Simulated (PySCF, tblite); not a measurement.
# C₃H₉NSi₂: a rotation path, then NMR shifts on frames, part 2 of 2

tblite 0.8.0 and PySCF 2.14.0. Atoms count from 0. The steps go on from the part before.

### Step 5. NMR shieldings: image 4, PBE0/pcSseg-1

The job: settings as JSON, then the geometry in Å.

```
{"job": {"kind": "nmr", "xc": "PBE0", "basis": "pcSseg-1", "pop": false}, "charge": 0, "multiplicity": 1}
C     -0.414600     2.395000     1.566600
C     -0.242900     1.639500     0.646900
Si     0.147000     0.475400    -0.748200
Si     2.353200    -0.198000    -0.574300
N     -0.884300    -0.915200    -0.687800
C     -1.734300    -1.278200     0.419800
H     -0.573000     3.065000     2.363500
H     -0.214300     1.241400    -1.960200
H      3.257100     0.882400    -0.983200
H      2.666300    -1.342000    -1.439100
H      2.756600    -0.588700     0.781300
H     -1.263400    -1.237700    -1.564700
H     -1.923500    -2.354300     0.413300
H     -2.699700    -0.758900     0.393700
H     -1.234800    -1.017600     1.350300
```

Method: GIAO PBE0/pcSseg-1 NMR shielding, non-relativistic, gas phase.

The log of the run:

```text
coarse grid: 13152 points
cycle   1  E = -752.8230661861  dE =  3.878e-01  |g| = 4.796e-01  |ddm| = 3.486e+00
cycle   2  E = -752.7980182011  dE =  2.505e-02  |g| = 5.849e-01  |ddm| = 1.141e+00
cycle   3  E = -752.8765027921  dE = -7.848e-02  |g| = 1.048e-01  |ddm| = 6.829e-01
cycle   4  E = -752.8785035362  dE = -2.001e-03  |g| = 5.000e-02  |ddm| = 1.134e-01
cycle   5  E = -752.8790750003  dE = -5.715e-04  |g| = 1.911e-02  |ddm| = 4.603e-02
cycle   6  E = -752.8791618068  dE = -8.681e-05  |g| = 3.275e-03  |ddm| = 1.768e-02
cycle   7  E = -752.8791645091  dE = -2.702e-06  |g| = 4.723e-04  |ddm| = 3.757e-03
final grid: 116816 points
cycle   8  E = -752.9126035650  dE = -2.135e-05  |g| = 6.628e-03  |ddm| = 2.368e-02
cycle   9  E = -752.9125984981  dE =  5.067e-06  |g| = 8.160e-03  |ddm| = 1.451e-02
cycle  10  E = -752.9126141866  dE = -1.569e-05  |g| = 8.993e-04  |ddm| = 8.172e-03
cycle  11  E = -752.9126143520  dE = -1.654e-07  |g| = 2.317e-04  |ddm| = 9.835e-04
cycle  12  E = -752.9126143614  dE = -9.445e-09  |g| = 1.005e-04  |ddm| = 2.274e-04
cycle  13  E = -752.9126143637  dE = -2.238e-09  |g| = 4.221e-05  |ddm| = 9.835e-05
cycle  14  E = -752.9126143641  dE = -4.336e-10  |g| = 5.628e-06  |ddm| = 3.468e-05
converged SCF energy = -752.9126143641

GIAO shielding tensors (ppm)
atom      isotropic    diamagn.    paramagn.     s11        s22        s33       span
  0 C       79.659     260.679    -181.020     -3.015      2.801    239.192    242.206
  1 C       98.960     262.287    -163.327      2.382      5.128    289.370    286.988
  2 Si     394.523     880.339    -485.816    342.400    387.695    453.475    111.075
  3 Si     466.667     879.955    -413.288    446.933    470.114    482.955     36.022
  4 N      268.648     322.956     -54.307    219.221    255.100    331.624    112.403
  5 C      154.772     242.717     -87.945    132.657    147.333    184.325     51.669
  6 H       29.500      33.273      -3.772     24.645     24.713     39.144     14.499
  7 H       26.005      28.404      -2.399     22.981     24.339     30.696      7.715
  8 H       28.514      28.480       0.034     25.169     26.224     34.149      8.980
  9 H       28.429      28.955      -0.526     25.072     26.379     33.837      8.764
 10 H       28.232      29.329      -1.097     25.180     26.671     32.845      7.665
 11 H       32.700      32.234       0.466     22.287     31.384     44.429     22.142
 12 H       28.941      27.996       0.945     23.863     26.905     36.055     12.191
 13 H       28.778      28.305       0.473     23.863     26.512     35.960     12.097
 14 H       28.921      30.229      -1.308     24.862     28.042     33.859      8.997
```

Run time: 16 s. Hardware: 1 thread of Arm Neoverse V1, shared host; peak memory 0.76 GiB.

In short: δ C0 107.3, C1 88.0, C5 32.2, Si2 -45.4, H7 5.71, H10 3.48 ppm.

### Step 6. Shielding tensors: image 6, PBE0/pcSseg-1

The job: settings as JSON, then the geometry in Å.

```
{"job": {"kind": "nmr", "xc": "PBE0", "basis": "pcSseg-1", "pop": false}, "charge": 0, "multiplicity": 1}
C     -0.297500     2.298500     1.696900
C     -0.173600     1.522600     0.786800
Si     0.159000     0.417800    -0.665800
Si     2.400400    -0.133600    -0.690500
N     -0.734800    -1.047300    -0.449000
C     -1.940400    -1.180200     0.333600
H     -0.415700     2.973500     2.496200
H     -0.348100     1.215900    -1.810700
H      3.190000     1.000900    -1.178300
H      2.711200    -1.262500    -1.575300
H      2.947600    -0.480200     0.624900
H     -0.749400    -1.666700    -1.246500
H     -2.102800    -2.229800     0.588500
H     -2.831800    -0.809700    -0.185400
H     -1.818400    -0.611200     1.252800
```

Level: GIAO PBE0/pcSseg-1 NMR shielding, non-relativistic, gas phase.

The log of the run:

```text
coarse grid: 13152 points
cycle   1  E = -752.8244613721  dE =  3.953e-01  |g| = 4.796e-01  |ddm| = 3.488e+00
cycle   2  E = -752.7963822756  dE =  2.808e-02  |g| = 5.945e-01  |ddm| = 1.155e+00
cycle   3  E = -752.8778016380  dE = -8.142e-02  |g| = 1.104e-01  |ddm| = 6.981e-01
cycle   4  E = -752.8800530761  dE = -2.251e-03  |g| = 5.155e-02  |ddm| = 1.207e-01
cycle   5  E = -752.8806655111  dE = -6.124e-04  |g| = 1.914e-02  |ddm| = 4.705e-02
cycle   6  E = -752.8807522597  dE = -8.675e-05  |g| = 3.328e-03  |ddm| = 1.839e-02
cycle   7  E = -752.8807550332  dE = -2.774e-06  |g| = 4.633e-04  |ddm| = 3.757e-03
final grid: 116816 points
cycle   8  E = -752.9139317546  dE = -2.223e-05  |g| = 6.386e-03  |ddm| = 2.475e-02
cycle   9  E = -752.9139271624  dE =  4.592e-06  |g| = 7.810e-03  |ddm| = 1.387e-02
cycle  10  E = -752.9139416243  dE = -1.446e-05  |g| = 8.933e-04  |ddm| = 7.963e-03
cycle  11  E = -752.9139417887  dE = -1.644e-07  |g| = 2.124e-04  |ddm| = 1.033e-03
cycle  12  E = -752.9139417980  dE = -9.206e-09  |g| = 4.098e-05  |ddm| = 1.942e-04
cycle  13  E = -752.9139417983  dE = -3.072e-10  |g| = 2.268e-05  |ddm| = 6.599e-05
converged SCF energy = -752.9139417983

GIAO shielding tensors (ppm)
atom      isotropic    diamagn.    paramagn.     s11        s22        s33       span
  0 C       78.659     260.725    -182.066     -5.411      1.346    240.042    245.453
  1 C       99.792     261.884    -162.093      3.259      6.573    289.543    286.283
  2 Si     394.266     880.548    -486.283    344.216    377.491    461.090    116.874
  3 Si     466.433     879.965    -413.532    447.951    467.404    483.944     35.993
  4 N      258.521     323.005     -64.483    213.889    246.042    315.633    101.744
  5 C      153.715     242.327     -88.612    132.103    143.380    185.660     53.557
  6 H       29.498      33.333      -3.834     24.577     24.723     39.195     14.618
  7 H       25.992      28.429      -2.437     22.793     24.025     31.160      8.367
  8 H       28.463      28.470      -0.007     25.210     26.046     34.133      8.924
  9 H       28.451      29.091      -0.640     25.025     26.494     33.835      8.809
 10 H       28.250      29.240      -0.990     25.077     26.527     33.145      8.068
 11 H       32.742      32.773      -0.031     22.523     31.954     43.750     21.227
 12 H       28.829      27.850       0.979     23.740     26.766     35.981     12.242
 13 H       28.941      27.758       1.184     24.059     26.463     36.303     12.244
 14 H       28.599      29.414      -0.815     23.769     28.685     33.344      9.575
```

It took 15 s on 1 thread of Arm Neoverse V1, shared host; peak memory 0.76 GiB.

This run: δ C0 108.3, C1 87.1, C5 33.2, Si2 -45.1, H7 5.72, H10 3.47 ppm.

### Step 7. Shielding tensors: image 8, PBE0/pcSseg-1

The job: settings as JSON, then the geometry in Å.

```
{"job": {"kind": "nmr", "xc": "PBE0", "basis": "pcSseg-1", "pop": false}, "charge": 0, "multiplicity": 1}
C     -0.306200     2.202200     1.867300
C     -0.109300     1.497000     0.913400
Si     0.201100     0.406800    -0.558400
Si     2.424200    -0.124100    -0.828400
N     -0.645400    -1.050000    -0.194400
C     -2.030900    -1.080800     0.204800
H     -0.479300     2.819500     2.702300
H     -0.398800     1.176100    -1.678500
H      3.126800     1.014200    -1.424900
H      2.641800    -1.262200    -1.730600
H      3.128800    -0.446900     0.413400
H     -0.375400    -1.896700    -0.671300
H     -2.235400    -1.978600     0.791600
H     -2.717300    -1.061500    -0.650100
H     -2.229200    -0.206900     0.821900
```

Level: GIAO PBE0/pcSseg-1 NMR shielding, non-relativistic, gas phase.

The log of the run:

```text
coarse grid: 13152 points
cycle   1  E = -752.8253601639  dE =  4.050e-01  |g| = 4.823e-01  |ddm| = 3.485e+00
cycle   2  E = -752.7946507626  dE =  3.071e-02  |g| = 6.052e-01  |ddm| = 1.207e+00
cycle   3  E = -752.8794480905  dE = -8.480e-02  |g| = 1.144e-01  |ddm| = 7.215e-01
cycle   4  E = -752.8819368279  dE = -2.489e-03  |g| = 5.117e-02  |ddm| = 1.196e-01
cycle   5  E = -752.8825310285  dE = -5.942e-04  |g| = 1.984e-02  |ddm| = 4.791e-02
cycle   6  E = -752.8826247190  dE = -9.369e-05  |g| = 3.270e-03  |ddm| = 1.839e-02
cycle   7  E = -752.8826273766  dE = -2.658e-06  |g| = 4.666e-04  |ddm| = 3.677e-03
final grid: 116816 points
cycle   8  E = -752.9158396093  dE = -2.248e-05  |g| = 6.598e-03  |ddm| = 2.405e-02
cycle   9  E = -752.9158342900  dE =  5.319e-06  |g| = 8.181e-03  |ddm| = 1.462e-02
cycle  10  E = -752.9158501311  dE = -1.584e-05  |g| = 9.586e-04  |ddm| = 8.444e-03
cycle  11  E = -752.9158503210  dE = -1.899e-07  |g| = 2.152e-04  |ddm| = 1.029e-03
cycle  12  E = -752.9158503303  dE = -9.350e-09  |g| = 4.021e-05  |ddm| = 1.838e-04
cycle  13  E = -752.9158503307  dE = -3.579e-10  |g| = 1.515e-05  |ddm| = 6.148e-05
converged SCF energy = -752.9158503307

GIAO shielding tensors (ppm)
atom      isotropic    diamagn.    paramagn.     s11        s22        s33       span
  0 C       82.883     260.894    -178.011     -6.000      8.949    245.700    251.699
  1 C       98.239     262.451    -164.212     -2.207      7.813    289.111    291.318
  2 Si     400.012     880.763    -480.751    359.196    371.908    468.933    109.737
  3 Si     467.910     880.089    -412.179    452.141    469.418    482.171     30.030
  4 N      250.226     323.188     -72.963    213.527    250.980    286.169     72.642
  5 C      154.196     242.278     -88.082    129.902    145.700    186.987     57.085
  6 H       29.701      33.426      -3.725     24.592     24.806     39.703     15.111
  7 H       26.292      28.801      -2.508     23.219     24.224     31.433      8.213
  8 H       28.418      28.364       0.054     25.220     25.933     34.100      8.880
  9 H       28.445      29.130      -0.684     24.927     26.550     33.859      8.931
 10 H       28.247      29.076      -0.829     24.987     26.309     33.446      8.459
 11 H       31.984      33.589      -1.605     21.820     31.573     42.561     20.741
 12 H       28.825      27.867       0.958     23.739     26.562     36.173     12.435
 13 H       28.937      27.581       1.356     23.709     26.687     36.414     12.705
 14 H       28.541      29.181      -0.640     23.532     29.003     33.090      9.558
```

Wall time 15 s (1 thread of Arm Neoverse V1, shared host); peak memory 0.76 GiB.

Key values: δ C0 104.0, C1 88.7, C5 32.7, Si2 -50.9, H7 5.42, H10 3.47 ppm.

### Step 8. Comparing the runs: NMR shifts

Shifts (ppm) of some atoms, chosen among heavy atoms and hydrogens apart, with basis size and wall time:

| frame | C0 | C1 | C5 | H14 | H11 | Si2 | N4 | functions | time |
| --- | --- | --- | --- | --- | --- | --- | --- | --- | --- |
| image 0 | 102.9 | 91.5 | 34.4 | 2.35 | 0.29 | -53.0 | 23.9 | 161 | 16 s |
| image 2 | 104.3 | 89.9 | 32.1 | 2.45 | 0.06 | -53.6 | 11.8 | 161 | 16 s |
| image 4 | 107.3 | 88.0 | 32.2 | 2.80 | -0.98 | -45.4 | -0.9 | 161 | 16 s |
| image 6 | 108.3 | 87.1 | 33.2 | 3.12 | -1.03 | -45.1 | 9.2 | 161 | 15 s |
| image 8 | 104.0 | 88.7 | 32.7 | 3.18 | -0.27 | -50.9 | 17.5 | 161 | 15 s |

### Step 9. Outcome

This closing draws on all 2 parts.

```
                                        quantity                                                     value
                                         barrier                        0.110 eV (2.5 kcal/mol) at image 4
                           end to end (GFN2-xTB)                                                  0.004 eV
 ¹³C shifts against TMS (PBE0/pcSseg-1, image 0)                                     102.9, 91.5, 34.4 ppm
  ¹H shifts against TMS (PBE0/pcSseg-1, image 0)  5.10, 3.68, 3.45, 3.36, 3.10, 3.02, 2.35, 2.03, 0.29 ppm
²⁹Si shifts against TMS (PBE0/pcSseg-1, image 0)                                         -53.0, -119.4 ppm
 ¹⁵N shifts against NH3 (PBE0/pcSseg-1, image 0)                                                  23.9 ppm
                        range of the shift of N4                                          -0.9 to 23.9 ppm
```

**Reading.** Along the band the dihedral turns by 127°, and the top (dihedral -12°) lies 2.5 kcal/mol above the start (GFN2-xTB, rough), so at room temperature this motion is fast. The top was not checked by a frequency run. Shifts at one fixed geometry are not the observed spectrum, which averages over the motion. In the first frame run (image 0): The largest span, 297 ppm, is at C1, where the paramagnetic term is -168 ppm. Across the 5 runs the shift of N4 moves most, between -0.9 (image 4) and 23.9 ppm (image 0).
